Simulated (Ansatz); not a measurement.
This script makes a comparison of functionals at one structure of BaAlSi, space group P-6m2 with Ansatz 0.2.0, Python API.

`baalsi.vasp`
```text
BaAlSi
1.0
   4.30761442    0.00000000    0.00000000
  -2.15380721    3.73050352    0.00000000
   0.00000000    0.00000000    5.22585497
Ba Al Si
1 1 1
Direct
   0.00000000    0.00000000    0.00000000
   0.66666667    0.33333333    0.50000000
   0.33333333    0.66666667    0.50000000
```

Script `xc_baalsi.py`:
```python
"""One structure of BaAlSi under several functionals."""

import csv
import logging
import sys

import ansatz as az
from ase.io import read

logging.basicConfig(stream=sys.stdout, format="%(name)s: %(message)s")
log = logging.getLogger("baalsi")
log.setLevel(logging.INFO)

atoms = read("baalsi.vasp", format="vasp")
structure = az.Crystal.from_ase(atoms)

calc = (
    structure.calculation()
    .kpoints(7, 7, 5, center="gamma")
    .occupations(az.OccupationsMethod.FERMI_DIRAC, width=0.05)
    .stress()
)

rows = []
for value in ["lda", "pbesol", "blyp"]:
    data = calc.functional(value).run().report
    rows.append((value, data["free_energy_ev"] / len(data["lattice"]["sites"]), data["n_iterations"], sum(data["stress_gpa"][i][i] for i in range(3)) / 3, data["n_kpoints"]))

with open("xc.csv", "w", newline="") as handle:
    writer = csv.writer(handle)
    writer.writerow(["functional", "F/atom (eV)", "iterations", "P (GPa)", "k-points"])
    writer.writerows([round(v, 5) if isinstance(v, float) else v for v in row] for row in rows)
print(open("xc.csv").read())
```

Rank the functionals by the pressure that they give at this structure. What does the order say about their lattices?

From lowest to highest: LDA (-3.0 GPa), PBEsol (-1.8 GPa) and BLYP (2.1 GPa). At a fixed cell a lower pressure usually means a smaller equilibrium volume, so LDA prefers the smallest cell and BLYP the largest.

The run itself:

Running `python xc_baalsi.py` prints:
```text
DeckWarning: basis.ecutwfc = 420 eV, auto-derived from the records' recommended cutoffs: set by Ba (normal level)
functional,F/atom (eV),iterations,P (GPa),k-points
lda,-2300.7897,7,-3.04262,24
pbesol,-2336.62584,7,-1.75262,24
blyp,-2383.21393,6,2.05613,24
```
(Warnings from the package without file and line.)

Caveats:
- BLYP can be off by several per cent in the lattices of metals, and by several GPa in the pressure at a fixed cell.
- For a metal this k-point mesh is coarse: on a finer one energies can move by several to tens of meV an atom and pressures by half a GPa or more, differences at one mesh by less.
- Pressure is positive in compression.
- This cell is a computed structure, which may not be the phase found in nature.
- Total energies of different functionals can't be compared; pressures, moments and gaps at this one structure can.
- Run time: 18 s on 1 thread of Arm Neoverse N1 (shared host), peak memory 0.48 GiB.
